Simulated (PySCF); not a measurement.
# Sm(OH)3(NH3): other functionals and bases at one geometry

Aim: see how levels, charges and forces of Sm(OH)3(NH3) depend on the level of theory. It is a constructed species; whether it can be made isn't addressed.

Program: PySCF 2.14.0. Level of theory: several levels, as the steps say, no spin–orbit coupling. These are calculated values, not measurements.

1 further run of the same task is left out (for a known fault of the program).

## Step 1: Where the work starts

11 atoms, charge 0, spin multiplicity 1.

Bond lengths: Sm1–O2 2.114 Å, Sm1–O4 2.115 Å, Sm1–O6 2.115 Å, Sm1–N8 2.589 Å, O2–H3 0.956 Å, O4–H5 0.956 Å, O6–H7 0.956 Å, N8–H9 1.020 Å, N8–H10 1.020 Å, N8–H11 1.020 Å. Angles: O2–Sm1–O4 118.4°, O2–Sm1–O6 118.5°, O2–Sm1–N8 97.2°, O4–Sm1–O6 118.7°, O4–Sm1–N8 96.4°, O6–Sm1–N8 97.3°, Sm1–O2–H3 174.2°, Sm1–O4–H5 173.9°, Sm1–O6–H7 174.3°, Sm1–N8–H9 111.4°, Sm1–N8–H10 112.6°, Sm1–N8–H11 111.6°, H9–N8–H10 107.0°, H9–N8–H11 107.0°, H10–N8–H11 107.0°.

Coordinates:

```xyz
11

Sm    0.1705   -0.2098    0.2582
O     1.2194    1.3416    1.2393
H     1.7329    1.9746    1.7390
O    -1.4420   -1.1314    1.2698
H    -2.1017   -1.5985    1.7809
O     1.1568   -1.2863   -1.2716
H     1.6556   -1.8133   -1.8944
N    -1.2737    1.2953   -1.2752
H    -1.8767    1.9119   -0.7297
H    -0.7102    1.8902   -1.8832
H    -1.8821    0.7419   -1.8792
```

Formal oxidation states: Sm +3. Each metal's 5 4f electrons lie in its core potential, so multiplicities, spins and levels count the valence alone. An earlier session relaxed this geometry at PBE0, Sm lcecp-1-SVP with ECP51, O def2-SVP, H def2-SVP, N def2-SVP (singlet, point group Cs).

At PBE0 on the finer grid: E = -318.433848 Eh, HOMO -6.95 eV, LUMO -0.26 eV, Mulliken charge on Sm1 +0.95 e, largest force component 0.019 eV/Å. 

Levels to run: BLYP; TPSS; PBE0, TZVP. Hardware: 2 threads of Arm Neoverse V2, shared host.

## Step 2: BLYP

The input, run.py (the lines that set the calculation):

```python
mol = gto.M(atom='''
Sm     0.17048    -0.20982     0.25818
O      1.21942     1.34164     1.23931
H      1.73286     1.97457     1.73902
O     -1.44202    -1.13138     1.26983
H     -2.10167    -1.59849     1.78092
O      1.15679    -1.28632    -1.27163
H      1.65562    -1.81330    -1.89442
N     -1.27373     1.29530    -1.27519
H     -1.87666     1.91192    -0.72970
H     -0.71022     1.89017    -1.88320
H     -1.88207     0.74188    -1.87923''',
    basis={'Sm': 'lcecp-1-SVP', 'O': 'def2-SVP', 'H': 'def2-SVP', 'N': 'def2-SVP'},
    ecp={'Sm': 'lcecp-1-SVP'},
    charge=0, spin=0)
mf = dft.RKS(mol, xc='BLYP')
mf.grids.atom_grid = (75, 302)  # f atoms: unpruned, at least (60, 302)
mf = mf.density_fit()  # fitting sets: Sm AutoAux, O def2-universal-JKFIT, H def2-universal-JKFIT, N def2-universal-JKFIT
mf.conv_tol = 1e-08; mf.max_cycle = 55
mf.kernel(dm0)  # dm0: the density of the relaxed state
```

Command:

```sh
$ OMP_NUM_THREADS=2 python run.py
```

## Step 3: TPSS

run.py (the lines that set the calculation), as its differences from that of step 2:

```diff
@@ -15,3 +15,3 @@
     charge=0, spin=0)
-mf = dft.RKS(mol, xc='BLYP')
+mf = dft.RKS(mol, xc='TPSS')
 mf.grids.atom_grid = (75, 302)  # f atoms: unpruned, at least (60, 302)
```

## Step 4: PBE0, TZVP

Basis: Sm lcecp-1-TZVP with ECP51, O def2-TZVP, H def2-TZVP, N def2-TZVP. 

run.py (the lines that set the calculation), as its differences from that of step 3:

```diff
@@ -12,6 +12,6 @@
 H     -1.88207     0.74188    -1.87923''',
-    basis={'Sm': 'lcecp-1-SVP', 'O': 'def2-SVP', 'H': 'def2-SVP', 'N': 'def2-SVP'},
-    ecp={'Sm': 'lcecp-1-SVP'},
+    basis={'Sm': 'lcecp-1-TZVP', 'O': 'def2-TZVP', 'H': 'def2-TZVP', 'N': 'def2-TZVP'},
+    ecp={'Sm': 'lcecp-1-TZVP'},
     charge=0, spin=0)
-mf = dft.RKS(mol, xc='TPSS')
+mf = dft.RKS(mol, xc='PBE0')
 mf.grids.atom_grid = (75, 302)  # f atoms: unpruned, at least (60, 302)
@@ -19,2 +19,2 @@
 mf.conv_tol = 1e-08; mf.max_cycle = 55
-mf.kernel(dm0)  # dm0: the density of the relaxed state
+mf.kernel(dm0)  # dm0: free metal ions and neutral atoms
```

What does the calculation give? Wanted: for each run, HOMO; gap; charge on Sm1; dipole; largest force.

**Answer**, as computed:

| level | state | HOMO (eV) | gap (eV) | charge on Sm1 (e) | dipole (D) | largest force (eV/Å) | basis functions | time |
| --- | --- | --- | --- | --- | --- | --- | --- | --- |
| PBE0 (relaxed here) | singlet | -6.95 | 6.69 | 0.95 | 4.21 | 0.02 | 119 | 21 s |
| BLYP | singlet | -5.16 | 4.18 | 0.67 | 4.14 | 0.47 | 119 | 7.1 s |
| TPSS | singlet | -5.36 | 4.63 | 0.82 | 4.14 | 0.36 | 119 | 11 s |
| PBE0, TZVP | singlet | -7.24 | 6.77 | 1.57 | 4.22 | 0.22 | 207 | 18 s |

Times are on 2 threads of Arm Neoverse V2, shared host; the first row also made further properties.

In one basis the HOMO–LUMO gap runs from 4.18 eV (BLYP) to 6.69 eV (PBE0). The largest leftover force, 0.47 eV/Å with BLYP, stands at a geometry relaxed at another level. The Mulliken charge on Sm spans +0.67 to +1.57 e over the levels. With 4f in the core, its levels are missing from HOMO and gap. Total energies of different levels can't be compared. Spin–orbit coupling is left out throughout.
